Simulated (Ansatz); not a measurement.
# CH₄Ga₂: a ladder of functionals and wavefunction methods

Aim: compute CH₄Ga₂ with functionals from several rungs and with coupled cluster, and see how far each lands from CCSD(T) at the basis-set limit for the atomisation energy.

The runs use Ansatz 0.2.0, Gaussian basis; functionals in def2-TZVPP, the program's frozen cores in correlated methods.

The runs, in order: LDA (SPW92), PBE-D4, revPBE-D4, BLYP-D4, r2SCAN-D4, B97M-V, PBE0-D4, B3LYP-D4, r2SCANh-D4, r2SCAN0-D4, HSE06-D4, BHLYP-D4, CAM-B3LYP-D4, LC-ωPBE, ωB97X-V, ωB97M-V, B2PLYP, PBE-QIDH; CCSD(T)/def2-SVP; CCSD(T)/def2-TZVPP; MP2/def2-QZVPP; extrapolation to the limit; RPA on PBE.

## 1. Structure used throughout

All runs share one geometry, relaxed beforehand with PBE0-D4 in a triple-zeta def2 set.

SMILES `[CH2]1[GaH][GaH]1`, 7 atoms, charge 0, spin multiplicity 1.

Atoms are counted from 1 here; the program's logs count them from 0.

Bond lengths: C1–Ga2 2.080 Å, C1–Ga3 1.943 Å, C1–H4 1.090 Å, C1–H5 1.109 Å, Ga2–Ga3 2.384 Å, Ga2–H6 1.574 Å, Ga3–H7 1.560 Å. Angles: Ga2–C1–Ga3 72.6°, Ga2–C1–H4 141.0°, Ga2–C1–H5 85.4°, Ga3–C1–H4 129.6°, Ga3–C1–H5 111.5°, H4–C1–H5 108.1°, C1–Ga2–Ga3 51.0°, C1–Ga2–H6 126.2°, Ga3–Ga2–H6 176.0°, C1–Ga3–Ga2 56.4°, C1–Ga3–H7 138.5°, Ga2–Ga3–H7 149.7°.

Coordinates:

```csv
atom,x (Å),y (Å),z (Å)
C1,-0.5471,-0.1785,-0.5995
Ga2,0.2897,1.1513,0.7629
Ga3,0.8738,-1.1194,0.3333
H4,-0.8526,-0.2404,-1.6441
H5,-1.4618,-0.1038,0.0240
H6,-0.2012,2.6188,1.0525
H7,1.9605,-2.1959,0.0253
```

## 2. LDA

This LDA is Slater exchange with PW92 correlation.

The input, in.yaml:

```yaml
crystal:
  periodic: [false, false, false]
  atoms:
    - {symbol: C, position_ang: [-0.547072, -0.178495, -0.599455]}
    - {symbol: Ga, position_ang: [0.289704, 1.151343, 0.762914]}
    - {symbol: Ga, position_ang: [0.873764, -1.119445, 0.333302]}
    - {symbol: H, position_ang: [-0.852647, -0.240448, -1.644076]}
    - {symbol: H, position_ang: [-1.461779, -0.103847, 0.023969]}
    - {symbol: H, position_ang: [-0.201217, 2.618781, 1.052463]}
    - {symbol: H, position_ang: [1.960548, -2.195889, 0.025284]}
basis:
  gaussian: {orbitals: def2-TZVPP}
hamiltonian: {xc: lda}
output: {orbitals: {seedname: orbitals}}
```

Launch:

```console
$ ansatz run in.yaml --threads 2 --pin off --events-out ev --progress --plain --max-ram 4352MiB
```

The runs that follow: PBE-D4 (GGA); revPBE-D4 (GGA); BLYP-D4 (GGA); r2SCAN-D4 (meta-GGA); B97M-V (meta-GGA); B3LYP-D4 (hybrid); r2SCANh-D4 (hybrid); r2SCAN0-D4 (hybrid); HSE06-D4 (hybrid); BHLYP-D4 (hybrid); CAM-B3LYP-D4 (range-separated); LC-ωPBE (range-separated); ωB97X-V (range-separated); ωB97M-V (range-separated); B2PLYP (double hybrid); PBE-QIDH (double hybrid); CCSD(T) in def2-SVP; CCSD(T) in def2-TZVPP; MP2 in def2-QZVPP; RPA on PBE orbitals.

Q: Predict the results of all the runs planned. Wanted: atomisation energy, CCSD(T)/CBS; farthest beyond LDA; mean size of error, GGA; mean size of error, meta-GGA; mean size of error, hybrid; mean size of error, range-separated; mean size of error, double hybrid; gap, smallest and largest; T1 diagnostic.

**Answer**, as computed:

```
                               quantity                                                                        value
        atomisation energy, CCSD(T)/CBS                                                                    18.993 eV
    functionals within 0.190 eV (1.0 %)  PBE-D4, r2SCAN-D4, B97M-V, PBE0-D4, r2SCANh-D4, HSE06-D4, ωB97X-V, PBE-QIDH
                    farthest beyond LDA                                                         BHLYP-D4 (-0.842 eV)
                mean size of error, GGA                                                                     0.371 eV
           mean size of error, meta-GGA                                                                     0.108 eV
             mean size of error, hybrid                                                                     0.307 eV
    mean size of error, range-separated                                                                     0.240 eV
      mean size of error, double hybrid                                                                     0.286 eV
              gap, smallest and largest                                     1.85 eV (LDA (SPW92)), 7.91 eV (LC-ωPBE)
                          T1 diagnostic                                                                       0.0153
triples share of the correlation energy                                                                        4.5 %
```

**Reading.** The LDA atomisation energy is off by 2.810 eV (15 %): it overbinds. PBE-D4 is off by +0.046 eV. Double hybrids carry the basis error of their MP2 part in triple zeta, and no dispersion term here, so their miss is partly the set-up's. By mean error the best rung here is meta-GGA (0.108 eV) and the worst beyond LDA is GGA (0.371 eV). Misses under about 0.190 eV are within the doubt on the reference itself, which lacks core-valence correlation, relativity and higher excitations, and its outer-core shells are covered unevenly. Hartree-Fock recovers 69 % of the binding; the rest is correlation. CCSD(T) in def2-SVP is off by -1.194 eV, worse than the median functional, from the basis alone. The gap grows from 1.9 to 7.9 eV across the functionals, mostly with the share of exact exchange. Correlated methods include outer-core shells of Ga, which these sets cover unevenly.
